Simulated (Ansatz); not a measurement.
# Cl3HSn: the cost of one run

Method: RHF/def2-SVP, in Ansatz 0.2.0.

**1. The starting structure**

Bond lengths: Sn1–H2 1.740 Å, Sn1–Cl3 2.410 Å, Sn1–Cl4 2.408 Å, Sn1–Cl5 2.408 Å. Angles: H2–Sn1–Cl3 109.4°, H2–Sn1–Cl4 109.5°, H2–Sn1–Cl5 109.5°, Cl3–Sn1–Cl4 109.5°, Cl3–Sn1–Cl5 109.5°, Cl4–Sn1–Cl5 109.5°.

As a file:

```xyz
5

Sn    0.0000    0.0000    0.0000
H     0.0000    0.0000    1.7400
Cl    2.2726    0.0000   -0.8025
Cl   -1.1351    1.9666   -0.8025
Cl   -1.1351   -1.9666   -0.8025
```

**2. Relaxing the start**

File input.yaml:

```yaml
crystal:
  periodic: [false, false, false]
  atoms:
    - { symbol: Sn, position_ang: [0.0, 0.0, 0.0] }
    - { symbol: H, position_ang: [0.0, 0.0, 1.74] }
    - { symbol: Cl, position_ang: [2.2726, 0.0, -0.8025] }
    - { symbol: Cl, position_ang: [-1.1351, 1.9666, -0.8025] }
    - { symbol: Cl, position_ang: [-1.1351, -1.9666, -0.8025] }
basis:
  gaussian: { orbitals: def2-SVP }
hamiltonian:
  xc: hf
relax:
  f_tol: 0.02
  max_steps: 40
```

Command:

```sh
$ ansatz run input.yaml --threads 1 --pin off --max-ram 2048MiB --backend cpu --events-out ev --progress --plain --runs-dir out
```

Q: Estimate wall time and peak memory on 1 thread of Arm Neoverse V1, shared host.

About 12 s, with a peak of 0.18 GiB.
